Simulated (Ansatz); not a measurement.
# FGeHO: up Jacob's ladder to CCSD(T)

One table from this session's results is given with a row withheld; the runs are named, their logs left out.

Computed with Ansatz 0.2.0, Gaussian basis. Level: functionals in def2-TZVPP, the program's frozen cores in correlated methods.

Levels to be run: LDA (SPW92), PBE-D4, revPBE-D4, BLYP-D4, r2SCAN-D4, B97M-V, PBE0-D4, B3LYP-D4, r2SCANh-D4, r2SCAN0-D4, HSE06-D4, BHLYP-D4, CAM-B3LYP-D4, LC-ωPBE, ωB97X-V, ωB97M-V, B2PLYP, PBE-QIDH; CCSD(T)/def2-SVP; CCSD(T)/def2-TZVPP; CCSD(T)/def2-QZVPP; extrapolation to the limit; RPA on PBE.

## The geometry

An earlier PBE0-D4 in a triple-zeta def2 set relaxation fixed the geometry.

SMILES `[OH][Ge][F]`, 4 atoms, charge 0, spin multiplicity 1.

Atoms are counted from 1 here; the program's logs count them from 0.

Bond lengths: O1–Ge2 1.771 Å, O1–H4 0.964 Å, Ge2–F3 1.767 Å. Angles: Ge2–O1–H4 113.8°, O1–Ge2–F3 97.0°.

The first run:

File in.yaml:

```yaml
crystal:
  periodic: [false, false, false]
  atoms:
    - {symbol: O, position_ang: [-0.819676, 0.539180, -0.381116]}
    - {symbol: Ge, position_ang: [-0.389933, -0.693001, 0.815842]}
    - {symbol: F, position_ang: [1.336913, -0.758833, 0.447758]}
    - {symbol: H, position_ang: [-0.071803, 0.852355, -0.902683]}
basis:
  gaussian: {orbitals: def2-TZVPP}
hamiltonian: {xc: lda}
output: {orbitals: {seedname: orbitals}}
```

Command:

```
> ansatz run in.yaml --threads 2 --pin off --events-out ev --progress --plain --max-ram 32768MiB --backend cpu
```

Among the steps run: LDA; PBE-D4 (GGA); revPBE-D4 (GGA); BLYP-D4 (GGA); r2SCAN-D4 (meta-GGA); B97M-V (meta-GGA); PBE0-D4 (hybrid); B3LYP-D4 (hybrid); r2SCANh-D4 (hybrid); r2SCAN0-D4 (hybrid); HSE06-D4 (hybrid); BHLYP-D4 (hybrid); CAM-B3LYP-D4 (range-separated); LC-ωPBE (range-separated); ωB97X-V (range-separated); ωB97M-V (range-separated); B2PLYP (double hybrid); PBE-QIDH (double hybrid).

One of the session's tables, all rows but one given; the rest of the session is left out.

It belongs to the step «Frontier levels by functional». 

```
  functional  HOMO (eV)  LUMO (eV)  gap (eV)
 LDA (SPW92)      -7.33      -3.05      4.28
      PBE-D4      -7.10      -2.80      4.30
   revPBE-D4      -7.02      -2.71      4.31
     BLYP-D4      -7.03      -2.74      4.29
   r2SCAN-D4      -7.43      -2.76      4.68
      B97M-V      -7.37      -2.68      4.69
     PBE0-D4          ?          ?         ?
    B3LYP-D4      -8.21      -2.29      5.91
  r2SCANh-D4      -7.90      -2.46      5.44
  r2SCAN0-D4      -8.59      -2.02      6.57
    HSE06-D4      -7.96      -2.42      5.54
    BHLYP-D4      -9.52      -1.24      8.28
CAM-B3LYP-D4      -9.77      -1.02      8.75
     LC-ωPBE     -11.02       0.17     11.19
     ωB97X-V     -10.68       0.07     10.75
     ωB97M-V     -10.61      -0.03     10.58
```

**Question.** Estimate the row for PBE0-D4.

As computed: HOMO (eV): -8.36; LUMO (eV): -2.04; gap (eV): 6.32. In the column «HOMO (eV)» it lies between r2SCAN0-D4 (-8.59) and B3LYP-D4 (-8.21).
